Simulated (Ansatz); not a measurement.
# KZn2RuF6: the cost of one run

Program: Ansatz 0.2.0. Level of theory: DFT PBE+U, PAW, plane waves, scalar-relativistic; U − J = 1 eV on Ru d. These are calculated values, not measurements.

**1. Starting point**

Symmetry: P1, No. 1, triclinic system. The conventional cell has a = 4.050 Å, b = 4.050 Å, c = 8.100 Å, α = 90.00°, β = 90.00°, γ = 90.00°. Around K (site symmetry 1) lie 12 F at 2.73 to 2.98 Å. Ru (site symmetry 1) is surrounded by 12 F at 2.83 to 2.97 Å. Around Zn (site symmetry 1) lie 6 F at 1.90 to 2.07 Å. Around Zn (site symmetry 1) lie 6 F at 1.96 to 2.12 Å. Around F (site symmetry 1) lie 2 Zn at 2.01 to 2.04 Å and 2 K at 2.83 to 2.90 Å and 2 Ru at 2.86 to 2.90 Å. F (site symmetry 1) is surrounded by 2 Zn at 1.96 to 2.10 Å and 2 K at 2.73 to 2.85 Å. F (site symmetry 1) is surrounded by 2 Zn at 1.90 to 2.12 Å and 2 K at 2.76 to 2.78 Å. F (site symmetry 1) has 2 Zn at 2.02 to 2.07 Å and 4 Ru at 2.83 to 2.89 Å as nearest neighbours. Only part of the 10 independent sites is listed.

Structure file:

```cif
data_structure
_symmetry_space_group_name_H-M 'P 1'
_symmetry_Int_Tables_number 1
_cell_length_a 8.1000
_cell_length_b 4.0500
_cell_length_c 4.0500
_cell_angle_alpha 90.000
_cell_angle_beta 90.000
_cell_angle_gamma 90.000
_cell_volume 132.86
loop_
_atom_site_label
_atom_site_type_symbol
_atom_site_fract_x
_atom_site_fract_y
_atom_site_fract_z
_atom_site_occupancy
K1 K 0.99642 0.00754 0.99101 1
Ru1 Ru 0.49969 0.00269 0.99168 1
Zn1 Zn 0.24324 0.49978 0.49546 1
Zn2 Zn 0.74841 0.49769 0.47678 1
F1 F 0.24677 0.49630 0.99164 1
F2 F 0.76021 0.48741 0.99473 1
F3 F 0.00866 0.50347 0.52525 1
F4 F 0.49892 0.51024 0.48856 1
F5 F 0.24159 0.99127 0.48456 1
F6 F 0.75432 0.00289 0.48923 1
```

In tables a label like F10 counts atoms in the order of input.yaml; a structure file may count by element.

Known so far: 5 plain starts ended in 2 states. The lowest came from “usual moment scaled by 0.1, plain SCF [Ru2 0.20 μB]”: ferromagnetic, site moments Ru2 2.67 μB, total 3.11 μB per cell, no gap on the k-mesh, free energy -18905.1583 eV.

Runs to come: usual moment, default search for lower states; whole orbital fillings typed, symmetry off, plain SCF; the moments typed in its input, standard search for lower states; the moments typed in its input, symmetry off, default search.

A plain SCF has the search for lower states switched off and ends at the first converged state. The default search runs further SCF cycles only where the state itself hints at a lower one. The standard and full searches may also try other magnetic orders and fillings, and need not reach the lowest state. With a search on, the program may also reshape the start on open shells. 

Moments by site are taken inside atomic spheres; the rest lies between them.

**2. Usual moment, default search for lower states**

The input, input.yaml:

```yaml
crystal:
  lattice:
    - [8.1, 0.0, 0.0]
    - [0.0, 4.05, 0.0]
    - [0.0, 0.0, 4.05]
  atoms:
    - { symbol: K, position: [0.99642133, 0.00753557, 0.99101383] }
    - { symbol: Ru, position: [0.49969308, 0.00268933, 0.99167568], spin: 2.0 }
    - { symbol: Zn, position: [0.2432417, 0.49978301, 0.4954644] }
    - { symbol: Zn, position: [0.74841066, 0.49768563, 0.47677938] }
    - { symbol: F, position: [0.24677229, 0.49630204, 0.99163905] }
    - { symbol: F, position: [0.76021434, 0.48740996, 0.99472798] }
    - { symbol: F, position: [0.00866009, 0.50346697, 0.52525062] }
    - { symbol: F, position: [0.49891806, 0.51023917, 0.48855917] }
    - { symbol: F, position: [0.24159441, 0.99126891, 0.48456321] }
    - { symbol: F, position: [0.75431694, 0.00289063, 0.4892315] }
magnetization:
  spin_polarized: true
hamiltonian:
  xc: pbe
  pseudopotentials: { kind: paw }
  hubbard: { sites: [{ species: Ru, l: d, u_eff: 1.0 }] }
basis:
  ecutwfc: 420
kpoints:
  mp_grid: { grid: [2, 3, 3] }
scf:
  occupations: { method: gaussian, width: 0.02 }
output:
  forces: true
  stress: true
  write_density: true
  write_potential: true
  elf: true
  volumetric_format: npy
```

Run with:

```
ansatz run input.yaml --threads 4 --pin off --max-ram 9216MiB --backend cpu --events-out ev --progress --plain --runs-dir out
```

Q: Estimate wall time and peak memory on 4 threads of AMD EPYC 9R45 (Zen 5), shared host.

About 3.6 s, with a peak of 0.66 GiB.
